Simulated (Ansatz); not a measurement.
# AlH₅SiZn: one species, many methods

How much do the methods differ for AlH₅SiZn? The plan is to run it at one geometry with functionals of several rungs and with coupled cluster, and see how far each lands from CCSD(T) at the basis-set limit for the atomisation energy.

Program: Ansatz 0.2.0, Gaussian basis. Level of theory: functionals in def2-TZVPP, the program's frozen cores in correlated methods. These are calculated values, not measurements.

The runs, in order: LDA (SPW92), PBE-D4, revPBE-D4, BLYP-D4, r2SCAN-D4, B97M-V, PBE0-D4, B3LYP-D4, r2SCANh-D4, r2SCAN0-D4, HSE06-D4, BHLYP-D4, CAM-B3LYP-D4, LC-ωPBE, ωB97X-V, ωB97M-V, B2PLYP, PBE-QIDH; CCSD(T)/def2-SVP; CCSD(T)/def2-TZVPP; MP2/def2-QZVPP; extrapolation to the limit; RPA on PBE.

## 1. The relaxed structure

All runs share one geometry, relaxed beforehand with PBE0-D4 in a triple-zeta def2 set.

8 atoms, charge 0, spin multiplicity 1.

Atoms are counted from 1 here; the program's logs count them from 0.

Bond lengths: Al1–Si2 2.432 Å, Al1–H4 1.590 Å, Al1–H5 1.590 Å, Si2–Zn3 2.378 Å, Si2–H6 1.496 Å, Si2–H7 1.496 Å, Zn3–H8 1.557 Å. Angles: Si2–Al1–H4 120.5°, Si2–Al1–H5 120.6°, H4–Al1–H5 118.8°, Al1–Si2–Zn3 112.2°, Al1–Si2–H6 110.8°, Al1–Si2–H7 110.7°, Zn3–Si2–H6 108.0°, Zn3–Si2–H7 107.9°, H6–Si2–H7 107.0°, Si2–Zn3–H8 179.5°.

## 2. LDA

This LDA is Slater exchange with PW92 correlation.

Input file in.yaml:

```yaml
crystal:
  periodic: [false, false, false]
  atoms:
    - {symbol: Al, position_ang: [-1.131126, 0.925103, -1.101815]}
    - {symbol: Si, position_ang: [0.849698, 0.249039, 0.136232]}
    - {symbol: Zn, position_ang: [0.489410, -1.735794, 1.395074]}
    - {symbol: H, position_ang: [-1.411751, 0.342352, -2.554667]}
    - {symbol: H, position_ang: [-2.220191, 1.871787, -0.433461]}
    - {symbol: H, position_ang: [1.279180, 1.325116, 1.082032]}
    - {symbol: H, position_ang: [1.995213, 0.001743, -0.793270]}
    - {symbol: H, position_ang: [0.241766, -3.036445, 2.214077]}
basis:
  gaussian: {orbitals: def2-TZVPP}
hamiltonian: {xc: lda}
output: {orbitals: {seedname: orbitals}}
```

After this run come: PBE-D4 (GGA); revPBE-D4 (GGA); BLYP-D4 (GGA); r2SCAN-D4 (meta-GGA); B97M-V (meta-GGA); PBE0-D4 (hybrid); B3LYP-D4 (hybrid); r2SCANh-D4 (hybrid); r2SCAN0-D4 (hybrid); HSE06-D4 (hybrid); BHLYP-D4 (hybrid); CAM-B3LYP-D4 (range-separated); LC-ωPBE (range-separated); ωB97X-V (range-separated); ωB97M-V (range-separated); B2PLYP (double hybrid); PBE-QIDH (double hybrid); CCSD(T) in def2-SVP; CCSD(T) in def2-TZVPP; MP2 in def2-QZVPP; RPA on PBE orbitals.

**Question.** What will the summary of the whole plan be? Wanted: atomisation energy, CCSD(T)/CBS; farthest beyond LDA; mean size of error, GGA; mean size of error, meta-GGA; mean size of error, hybrid; mean size of error, range-separated; mean size of error, double hybrid; gap, smallest and largest; T1 diagnostic.

**Answer**, as computed:

| quantity | value |
| --- | --- |
| atomisation energy, CCSD(T)/CBS | 18.532 eV |
| functionals within 0.093 eV (0.5 %) | r2SCAN0-D4, CAM-B3LYP-D4, LC-ωPBE, ωB97M-V |
| farthest beyond LDA | revPBE-D4 (-0.589 eV) |
| mean size of error, GGA | 0.499 eV |
| mean size of error, meta-GGA | 0.313 eV |
| mean size of error, hybrid | 0.195 eV |
| mean size of error, range-separated | 0.103 eV |
| mean size of error, double hybrid | 0.323 eV |
| gap, smallest and largest | 3.08 eV (LDA (SPW92)), 9.23 eV (LC-ωPBE) |
| T1 diagnostic | 0.0152 |
| triples share of the correlation energy | 3.1 % |

In words: LDA overbinds by 1.840 eV (10 %). PBE-D4 misses by -0.367 eV. Double hybrids carry the basis error of their MP2 part in triple zeta, and no dispersion term here, so their miss is partly the set-up's. By mean error the best rung here is range-separated (0.103 eV) and the worst beyond LDA is GGA (0.499 eV). Misses under about 0.093 eV are within the doubt on the reference itself, which lacks core-valence correlation, relativity and higher excitations. Hartree-Fock recovers 75 % of the binding; the rest is correlation. CCSD(T) in def2-SVP is off by -1.230 eV, more than most functionals: a good method in a small basis is no reference. Orbital gaps span 3.1 to 9.2 eV; exact exchange widens them. For Zn the d shell is correlated and the shells below it are frozen.
